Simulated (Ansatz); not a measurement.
**PBE-QIDH/def2-SVP (core potential) run of SnH2O2 (SMILES [OH][Sn][OH])**

What is the electronic atomisation energy of SnH2O2 at PBE-QIDH/def2-SVP (core potential)? 

The calculation is run with Ansatz 0.2.0.

45 further runs of the same task are left out: 45 set aside as unsound or not needed.

### 1 Starting point

The species is SnH2O2 (5 atoms), meant as a singlet with charge 0. As SMILES, `[OH][Sn][OH]`. The shape is that of a PBE0-D4/def2-TZVP optimisation. This is one conformer, not always the lowest.

Bond lengths: O1–Sn2 1.987 Å, Sn2–O3 1.966 Å, O1–H4 0.960 Å, O3–H5 0.964 Å. Angles: O1–Sn2–O3 91.9°, Sn2–O1–H4 116.9°, Sn2–O3–H5 111.9°.

### 2 The energy at PBE-QIDH/def2-SVP (core potential)

in.yaml

```yaml
crystal:
  periodic: [false, false, false]
  atoms:
    - {symbol: O, position_ang: [-0.984300, 0.177800, -0.613800]}
    - {symbol: Sn, position_ang: [-0.153700, -0.943900, 0.800900]}
    - {symbol: O, position_ang: [1.561800, 0.002900, 0.636100]}
    - {symbol: H, position_ang: [-1.901200, -0.005600, -0.831400]}
    - {symbol: H, position_ang: [1.527200, 0.695100, -0.033300]}
basis:
  gaussian:
    orbitals: def2-SVP
total_charge: 0
hamiltonian:
  xc: {name: PBE-QIDH}
correlation:
  frozen_orbitals: {H: 0, O: 1, Sn: 4}
accuracy: high
output: {orbitals: {seedname: orbitals}}
```

Run with:

```
$ ansatz run in.yaml --threads 1 --pin off --max-ram 3480MiB --events-out events.jsonl --progress --plain --runs-dir runs
```

Output:

```text
Warning: RAYON_NUM_THREADS=1 ignored (pool sized by the plan → 1); use --threads N
Functional definition: PBE-QIDH
  name "PBE-QIDH"
  parameter a = 3^(-1/3)
  parameter c = 1/3
  exchange = (1 - a)*pbe_x + a*exact_x
  correlation = (1 - c)*pbe_c + c*(mp2_os + mp2_ss)
1456 factors; integrals over basis functions are off by at most 3.2e-9 eV
mean field evaluation 1: about -9931.0075 eV, gradient 5.8e1 eV
mean field evaluation 2: about -9931.0714 eV, gradient 5.8e1 eV
mean field evaluation 4: about -9937.4649 eV, gradient 2.6e0 eV
mean field evaluation 8: about -9937.5054 eV, gradient 2.3e-1 eV
mean field evaluation 16: about -9937.5056 eV, gradient 5.8e-5 eV
mean field -9937.50560753 eV, -365.1965951935 hartree, gradient 1.3e-8 eV, S^2 0.000000; 0 other end points of the search recorded, 0 dependent functions left out
6 core orbitals not correlated: weight in the atoms' cores, before any rotation towards them, 1.000 or more for the frozen orbitals, at most 0.000 for the correlated occupied ones
reference -9937.50560844 eV, -365.1965952269 hartree; 14, 14 occupied and 44, 44 virtual orbitals, 1456 factors
second order -14.76131531 eV of doubles, -0.00000000 eV of singles
Total energy: -9942.42604687 eV, -365.3774180042 hartree
```

Run time: 7.5 s. Hardware: 1 thread of Arm Neoverse V1, shared host; peak memory 0.18 GiB.

### 3 The H atom, same level

in.yaml

```yaml
crystal:
  periodic: [false, false, false]
  atoms:
    - {symbol: H, position_ang: [0.000000, 0.000000, 0.000000]}
basis:
  gaussian:
    orbitals: def2-SVP
magnetization:
  spin_polarized: true
  initial_magnetization: 1
hamiltonian:
  xc: {name: PBE-QIDH}
correlation:
  frozen_orbitals: {H: 0}
accuracy: high
```

Run the same way, it converges to -0.50124 Eh (log not shown).

### 4 The O atom at the same level

job.yaml

```yaml
crystal:
  periodic: [false, false, false]
  atoms:
    - {symbol: O, position_ang: [0.000000, 0.000000, 0.000000]}
basis:
  gaussian:
    orbitals: def2-SVP
magnetization:
  spin_polarized: true
  initial_magnetization: 2
hamiltonian:
  xc: {name: PBE-QIDH}
correlation:
  frozen_orbitals: {O: 1}
accuracy: high
```

Run the same way, it converges to -74.90175 Eh (log not shown).

### 5 The Sn atom at the same level

input.yaml

```yaml
basis:
  gaussian:
    orbitals: def2-SVP
crystal:
  periodic: [false, false, false]
  atoms:
    - {symbol: Sn, position_ang: [0.000000, 0.000000, 0.000000]}
magnetization:
  spin_polarized: true
  initial_magnetization: 2
hamiltonian:
  xc: {name: PBE-QIDH}
correlation:
  frozen_orbitals: {Sn: 4}
accuracy: high
```

Run the same way, it converges to -213.97825 Eh (log not shown).

### 6 Summary of results

At PBE-QIDH/def2-SVP (core potential), 6 core orbitals frozen:

| quantity | value |
| --- | --- |
| molecule: total energy | -365.37742 Eh |
| molecule: HOMO energy (SCF part's orbitals) | -9.07 eV |
| molecule: LUMO energy (SCF part's orbitals) | -0.35 eV |
| molecule: HOMO–LUMO gap (SCF part's orbitals) | 8.72 eV |
| H atom: total energy | -0.50124 Eh |
| H atom: ⟨S²⟩ | 0.750 |
| O atom: total energy | -74.90175 Eh |
| O atom: ⟨S²⟩ | 2.004 |
| Sn atom: total energy | -213.97825 Eh |
| Sn atom: ⟨S²⟩ | 2.006 |
| electronic atomisation energy | 16.142 eV |

**Reading.** Taking the molecule apart into free atoms costs 16.14 eV (372 kcal/mol), before zero-point energy and without spin-orbit coupling.
